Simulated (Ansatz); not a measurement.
# Ca7W: the cost of one run

Program: Ansatz 0.2.0. Level of theory: DFT PBE, scalar-relativistic, plane waves, PAW. These are calculated values, not measurements.

### 1 The system as given

The structure is hexagonal, space group P-6m2 (No. 187). Conventional cell: a = 6.984 Å, b = 6.984 Å, c = 5.626 Å, α = 90.00°, β = 90.00°, γ = 120.00°. Ca (site symmetry mm2) has 10 Ca at 3.46 to 3.50 Å and 2 W at 3.49 Å in its first shell of neighbours. Ca (site symmetry mm2) is surrounded by 2 W at 3.45 Å and 10 Ca at 3.46 to 3.53 Å. Around Ca (site symmetry -6m2) lie 12 Ca at 3.46 to 3.49 Å. W (site symmetry -6m2) is surrounded by 12 Ca at 3.45 to 3.49 Å.

Structure file:

```cif
data_structure
_symmetry_space_group_name_H-M 'P-6m2'
_symmetry_Int_Tables_number 187
_cell_length_a 6.9840
_cell_length_b 6.9840
_cell_length_c 5.6264
_cell_angle_alpha 90.000
_cell_angle_beta 90.000
_cell_angle_gamma 120.000
_cell_volume 237.67
loop_
_atom_site_label
_atom_site_type_symbol
_atom_site_symmetry_multiplicity
_atom_site_Wyckoff_symbol
_atom_site_fract_x
_atom_site_fract_y
_atom_site_fract_z
_atom_site_occupancy
Ca1 Ca 3 j 0.99961 0.49980 0.00000 1
Ca2 Ca 3 k 0.16493 0.83507 0.50000 1
Ca3 Ca 1 f 0.66667 0.33333 0.50000 1
W1 W 1 a 0.00000 0.00000 0.00000 1
```

Recipe of the guess: species swapped into a database cell of Mg7Al (P-6m2, No. 187), with Ca on the Mg sites and W on the Al sites. Its size is a rough estimate.

### 2 A first look at the guess

The input, input.yaml:

```yaml
crystal:
  lattice:
    - [6.98400163, 0.0, 0.0]
    - [-3.49200082, 6.04832283, 0.0]
    - [0.0, 0.0, 5.62639754]
  atoms:
    - { symbol: Ca, position: [0.99960744, 0.49980372, 0.0] }
    - { symbol: Ca, position: [0.50019628, 0.00039256, 0.0] }
    - { symbol: Ca, position: [0.50019628, 0.49980372, 0.0] }
    - { symbol: Ca, position: [0.16492939, 0.83507061, 0.5] }
    - { symbol: Ca, position: [0.16492939, 0.32985878, 0.5] }
    - { symbol: Ca, position: [0.67014122, 0.83507061, 0.5] }
    - { symbol: Ca, position: [0.66666667, 0.33333333, 0.5] }
    - { symbol: W, position: [0.0, 0.0, 0.0] }
basis:
  ecutwfc: 420
kpoints:
  mp_grid: { grid: [3, 3, 4] }
hamiltonian:
  xc: pbe
scf:
  occupations: { method: gaussian, width: 0.1 }
  lower_state_search: "off"
output:
  forces: true
  stress: true
  eigenvalues: true
```

Run with:

```console
> ansatz run input.yaml --threads 1 --pin off --max-ram 2560MiB --backend cpu --events-out ev --progress --plain --runs-dir out
```

Q: Estimate wall time and peak memory on 1 thread of Intel Xeon Platinum 8375C at 2.90GHz (Ice Lake), shared host.

About 5.6 s, with a peak of 0.46 GiB.
